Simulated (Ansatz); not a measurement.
**CH₄BClSi: how energies converge with the basis set**

One table from this session's results is given with a row withheld; the runs are named, their logs left out.

The runs use Ansatz 0.2.0, Gaussian basis; one geometry, several basis sets.

Plan: PBE0-D4/def2-SVP; ωB97M-V/def2-SVP; PBE0-D4/def2-QZVPP; ωB97M-V/def2-QZVPP; the functionals' def2-TZVPP values are taken from earlier runs.

**The geometry**

All runs share one geometry, relaxed beforehand with PBE0-D4 in a triple-zeta def2 set.

8 atoms, charge 0, spin multiplicity 1.

Atoms are counted from 1 here; the program's logs count them from 0.

Bond lengths: Cl1–C2 1.712 Å, C2–B3 1.467 Å, C2–H5 1.087 Å, B3–Si4 1.887 Å, B3–H6 1.190 Å, Si4–H7 1.487 Å, Si4–H8 1.490 Å. Angles: Cl1–C2–B3 124.6°, Cl1–C2–H5 109.7°, B3–C2–H5 125.6°, C2–B3–Si4 103.2°, C2–B3–H6 127.6°, Si4–B3–H6 129.2°, B3–Si4–H7 120.6°, B3–Si4–H8 131.2°, H7–Si4–H8 108.2°.

The first run:

File in.yaml:

```yaml
crystal:
  periodic: [false, false, false]
  atoms:
    - {symbol: Cl, position_ang: [-1.147895, 2.513950, -0.857524]}
    - {symbol: C, position_ang: [-0.437811, 0.979008, -0.592862]}
    - {symbol: B, position_ang: [-0.178525, 0.396719, 0.728622]}
    - {symbol: Si, position_ang: [0.594048, -1.275025, 0.317800]}
    - {symbol: H, position_ang: [-0.212339, 0.509680, -1.546643]}
    - {symbol: H, position_ang: [-0.409719, 0.877199, 1.791961]}
    - {symbol: H, position_ang: [0.797031, -1.688392, -1.095624]}
    - {symbol: H, position_ang: [1.087312, -2.370440, 1.198371]}
basis:
  gaussian: {orbitals: def2-SVP}
hamiltonian: {xc: pbe0, dispersion: d4}
output: {orbitals: {seedname: orbitals}}
```

Started as:

```sh
$ ansatz run in.yaml --threads 2 --pin off --events-out ev --progress --plain --max-ram 4352MiB
```

Among the steps run: PBE0-D4 in def2-SVP; ωB97M-V in def2-SVP; PBE0-D4 in def2-QZVPP; ωB97M-V in def2-QZVPP.

One table of the session follows, with a row left open; its other results are not shown here.

It belongs to the step «Density functionals: the series». 

```
functional       basis  HOMO (eV)  LUMO (eV)
   PBE0-D4    def2-SVP      -6.68      -3.08
   PBE0-D4  def2-TZVPP      -6.76      -3.16
   PBE0-D4  def2-QZVPP          ?          ?
   ωB97M-V    def2-SVP      -8.50      -1.22
   ωB97M-V  def2-TZVPP      -8.62      -1.35
   ωB97M-V  def2-QZVPP      -8.64      -1.40
```

**Question.** Estimate the row for PBE0-D4, def2-QZVPP.

As computed: HOMO (eV): -6.77; LUMO (eV): -3.18. In the column «HOMO (eV)» it lies between ωB97M-V, def2-SVP (-8.50) and PBE0-D4, def2-TZVPP (-6.76).
